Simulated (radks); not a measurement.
**K in [Ar] 5s1: an all-electron calculation**

The task here is to estimate one member of a computed series from the others.

Method: scalar-relativistic Kohn-Sham, B86b exchange with PBE correlation, spin-polarised, spherical densities, finite nucleus; open shells are filled with parallel spins first. Code: radks (a radial shooting solver on a logarithmic mesh, Libxc functionals) version 1.

**Starting point**

| Property | Result |
| --- | --- |
| element | potassium (Z = 19) |
| charge | 0 |
| electrons | 19 |
| configuration | [Ar] 5s1 |
| nuclear rms radius | 3.4349 fm |

Outer shells as boxes (Hund's rule):

K
```
[Ar] core
5s [↑ ]
```

The first run:

The run's settings:

```text
Z 19
configuration [Ar] 5s1
relativity scalar-relativistic
functional b86_mgc,pbe
spin polarised
nucleus finite rms 3.4349 fm
c 137.035999084
```

Command:

```console
python run_ks.py task.json out
```

This one command runs every case of the session in turn.

One table of the session follows, with a row left open; its other results are not shown here.

It belongs to the step «Orbitals and density». Radial moments (bohr):

```
  level      <r>  outermost maximum (interpolated)  90 % within  nodes
  1s up  0.08104                            0.0530        0.145      0
1s down  0.08104                            0.0530        0.145      0
  2s up   0.3876                             0.318        0.604      1
2s down   0.3876                             0.318        0.604      1
  2p up   0.3505                             0.263        0.579      0
2p down   0.3505                             0.263        0.579      0
  3s up    1.267                              1.08         1.91      2
3s down    1.267                              1.08         1.91      2
  3p up        ?                                 ?            ?      ?
3p down    1.427                              1.16         2.22      1
  5s up    10.91                              10.7         15.2      4
```

Q: Estimate the row for 3p up from the others.

As computed: <r>: 1.429; outermost maximum (interpolated): 1.16; 90 % within: 2.23; nodes: 1. In the column «<r>» it lies between 3p down (1.427) and 5s up (10.91).
